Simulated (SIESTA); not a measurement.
The system is CaCuF4.

```
Cu Ca F
1.0
    -2.68850    2.68850    5.16000
     2.68850   -2.68850    5.16000
     2.68850    2.68850   -5.16000
Cu Ca F
2 2 8
Direct
  0.00000 0.50000 0.50000
  0.50000 0.00000 0.50000
  0.75000 0.75000 0.00000
  0.25000 0.25000 0.00000
  0.54760 0.04760 0.85140
  0.04760 0.19620 0.50000
  0.19620 0.69620 0.14860
  0.69620 0.54760 0.50000
  0.95240 0.80380 0.50000
  0.45240 0.95240 0.14860
  0.30380 0.45240 0.50000
  0.80380 0.30380 0.85140
```

```yaml
Program: SIESTA 5.4.2
Task: single point
Functional: PBEsol
Potentials_or_basis: PseudoDojo 0.4 standard (PBEsol files)
Basis: DZP (energy shift 0.003 Ry; two zetas on semicore shells; d shell added on Ca)
Grid_cutoff: 800 Ry
Energy_shift: 0.003 Ry
k_mesh: 7 × 7 × 7
Occupations: fermi-dirac, width 0.05 eV
Spin: no spin polarisation
```

On this cell: pressure 1.3 GPa; largest force 0.505 eV/Å; band gap on the k mesh none (metal or under the smearing width).

The same run follows on a disturbed copy (atoms moved at random, drawn with an rms of 0.05 Å):

```
Cu Ca F
1.0
    -2.68850    2.68850    5.16000
     2.68850   -2.68850    5.16000
     2.68850    2.68850   -5.16000
Cu Ca F
2 2 8
Direct
  0.00120 0.50432 0.50936
  0.50284 0.00512 0.50877
  0.74502 0.75765 0.99654
  0.25057 0.25228 0.00779
  0.53154 0.05074 0.84125
  0.04878 0.20434 0.50564
  0.19555 0.69034 0.14442
  0.70388 0.54862 0.51070
  0.95908 0.81185 0.51461
  0.44737 0.95619 0.14059
  0.31276 0.45233 0.50753
  0.80031 0.29229 0.83960
```

Task: What does the disturbed cell give?

Result: The energy (extrapolated to zero smearing) moves by +12.5 meV/atom; pressure 1.9 GPa; largest force 1.591 eV/Å; band gap on the k mesh none (metal or under the smearing width).

Forces on the atoms (eV/Å):
```
Cu  -0.084  0.240  0.962
Cu  -1.094 -1.155  0.021
Ca   0.048  0.397 -0.190
Ca   0.042 -0.178  0.117
F    0.424  0.724 -0.610
F   -0.603  0.361 -0.634
F    0.103 -0.124 -0.043
F    0.445 -0.624 -0.535
F   -0.060 -0.454  0.222
F   -0.090  0.252 -0.165
F   -0.015 -0.057  0.006
F    0.882  0.617  0.849
```

Stress tensor (GPa, compression positive):
```
 1.86 -0.02  0.19
-0.02  1.74  0.18
 0.19  0.18  2.06
```

Caveats: short orbitals over semicore shells can move pressures by several GPa; the basis of atomic orbitals isn't converged, which shifts pressures, moduli and gaps; the run has no spin polarisation, though such a crystal can be magnetic; semilocal functionals often make such compounds metallic where correlation or magnetic order opens a gap, which also shifts bond lengths.
